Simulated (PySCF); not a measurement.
# C2H5NO2Si: the cost of one run

Programs: PySCF 2.14.0, with density-fitted response routines of our own. Each step states its level of theory. These are calculated values for one molecule in the gas phase, unless marked as measured. Atoms are numbered from 0 throughout.

### Step 1. The molecule as given

11 atoms, charge 0, multiplicity 1; geometry from: PBE0-D3(BJ)/def2-SVP.

Bonds of the start (Å): O0–C1 1.20, C1–C2 1.51, C2–N3 1.26, N3–Si4 1.78, Si4–O5 1.66, C1–H6 1.12, C2–H7 1.11, Si4–H8 1.48, Si4–H9 1.49, O5–H10 0.96.

### Step 2. TDDFT and polarisability: PBE0/def2-TZVP

What the job is given:

```
{"job": {"kind": "uv", "xc": "PBE0", "basis": "def2-TZVP"}, "charge": 0, "multiplicity": 1}
O     -1.289738    -1.412972     0.753565
C     -1.874774    -0.539299     0.165167
C     -1.150691     0.703920    -0.282545
N      0.091366     0.850723    -0.120065
Si     1.244613    -0.279278     0.619315
O      2.745639     0.370282     0.324294
H     -2.965918    -0.612214    -0.059658
H     -1.768169     1.493769    -0.752793
H      1.274865    -1.618819    -0.017506
H      0.941498    -0.312778     2.079722
H      2.788177     1.331007     0.353197
```

With the program's defaults for keys left out, this is: TDDFT PBE0/def2-TZVP, vertical, gas phase, core orbitals frozen in the response.

Command:

```console
OMP_NUM_THREADS=1 python probes_run.py task.json out
```

One launch serves the whole session: the jobs run in the order shown.

Q: Estimate the wall time and peak memory of this first job on 1 thread of Arm Neoverse V1, shared host.

About 33 s, with a peak of 0.9 GiB.
